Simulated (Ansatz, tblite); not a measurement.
# SnIH3 (SnH₃I): one state, many levels

How do method and basis change the picture of SnIH3 (SnH₃I) (singlet)?

Method: as each input shows; program: Ansatz 0.2.0, Gaussian basis.

Plan: GFN1-xTB, GFN2-xTB, PBE-D4/def2-TZVP, r2SCAN-D4/def2-TZVP, ωB97M-V/def2-TZVP, B2PLYP/def2-TZVP, r2SCANh-D4/def2-TZVP, revPBE-D4/def2-TZVP, LDA/def2-TZVP, B97M-V/def2-TZVP, HF/def2-TZVP, PBE-D4/def2-SVP, PBE0-D4/def2-SVP, CCSD(T)/def2-TZVPP, MP2/def2-TZVP, RPA/def2-TZVP.

4 further runs of the same task are left out: 4 set aside as unsound or not needed.

### Step 1. The relaxed structure

The geometry is that of the singlet, from an earlier relaxation (PBE-D4/def2-TZVP).

5 atoms, charge 0, spin multiplicity 1.

Bond lengths: Sn1–I2 2.708 Å, Sn1–H3 1.715 Å, Sn1–H4 1.715 Å, Sn1–H5 1.715 Å. Angles: I2–Sn1–H3 107.1°, I2–Sn1–H4 107.1°, I2–Sn1–H5 107.1°, H3–Sn1–H4 111.8°, H3–Sn1–H5 111.8°, H4–Sn1–H5 111.8°.

I, Sn take a core potential in the def2 sets. No spin-orbit coupling is included.

PBE0-D4/def2-TZVP was run before; its log isn't repeated, and its numbers join the tables.

### Step 2. GFN1-xTB

Tight binding, by tblite at 300 K electronic temperature and without a spin-polarisation term:

```python
tblite.interface.Calculator('GFN1-xTB', numbers, positions, charge=0, uhf=0).singlepoint()
```

Energy -219.9162 eV, HOMO -11.15 eV, LUMO -6.35 eV; 0.003 s.

### Step 3. GFN2-xTB

Tight binding, by tblite at 300 K electronic temperature and without a spin-polarisation term:

```python
tblite.interface.Calculator('GFN2-xTB', numbers, positions, charge=0, uhf=0).singlepoint()
```

Energy -203.2485 eV, HOMO -11.32 eV, LUMO -7.26 eV; 0.002 s.

### Step 4. PBE-D4/def2-TZVP

start.molden holds the orbitals of an earlier run on this state, given as this run's starting guess.

Input file in.yaml:

```yaml
crystal:
  periodic: [false, false, false]
  atoms:
    - {symbol: Sn, position_ang: [-0.001249, 0.002259, -0.239571]}
    - {symbol: I, position_ang: [0.012921, -0.023259, 2.468318]}
    - {symbol: H, position_ang: [1.635621, 0.011872, -0.751526]}
    - {symbol: H, position_ang: [-0.827795, 1.424404, -0.725209]}
    - {symbol: H, position_ang: [-0.819489, -1.415276, -0.752013]}
basis:
  gaussian: {orbitals: def2-TZVP, initial_orbitals: start.molden}
hamiltonian: {xc: pbe, dispersion: d4}
scf: {omitted_lower_state_checks: [starts]}
output: {orbitals: {seedname: orbitals}}
```

Launch:

```console
$ ansatz run in.yaml --threads 4 --pin off --events-out ev --progress --plain --max-ram 3916MiB
```

The runs that follow: r2SCAN-D4/def2-TZVP; ωB97M-V/def2-TZVP; B2PLYP/def2-TZVP; r2SCANh-D4/def2-TZVP; revPBE-D4/def2-TZVP; LDA/def2-TZVP; B97M-V/def2-TZVP; HF/def2-TZVP; PBE-D4/def2-SVP; PBE0-D4/def2-SVP; CCSD(T)/def2-TZVPP; MP2/def2-TZVP; RPA/def2-TZVP.

**Question.** What will the summary of the whole plan be? Wanted: gap in def2-TZVP, named functionals and Hartree-Fock, smallest and largest; correlation energy, CCSD(T)/def2-TZVPP; correlation energy, MP2/def2-TZVP; binding an atom, CCSD(T)/def2-TZVPP; PBE0 total energy, smallest basis above largest.

As calculated:

| quantity | value |
| --- | --- |
| gap in def2-TZVP, named functionals and Hartree-Fock, smallest and largest | 4.01 eV (LDA), 11.48 eV (HF) |
| correlation energy, CCSD(T)/def2-TZVPP | -22.59 eV |
| correlation energy, MP2/def2-TZVP | -22.26 eV |
| binding an atom, CCSD(T)/def2-TZVPP | 2.166 eV |
| PBE0 total energy, smallest basis above largest | 0.53 eV (def2-SVP, def2-TZVP) |

**Reading.** Over the named functionals and Hartree-Fock in def2-TZVP the gap runs from 4.01 eV (LDA) to 11.48 eV (HF); exact exchange widens it. The functionals in def2-TZVP miss CCSD(T)/def2-TZVPP by -0.060 (revPBE-D4) to +0.315 eV (LDA) an atom. The reference is CCSD(T) in one finite basis, so it carries an error of its own, often a tenth of an eV or more, and near misses can't be ranked.
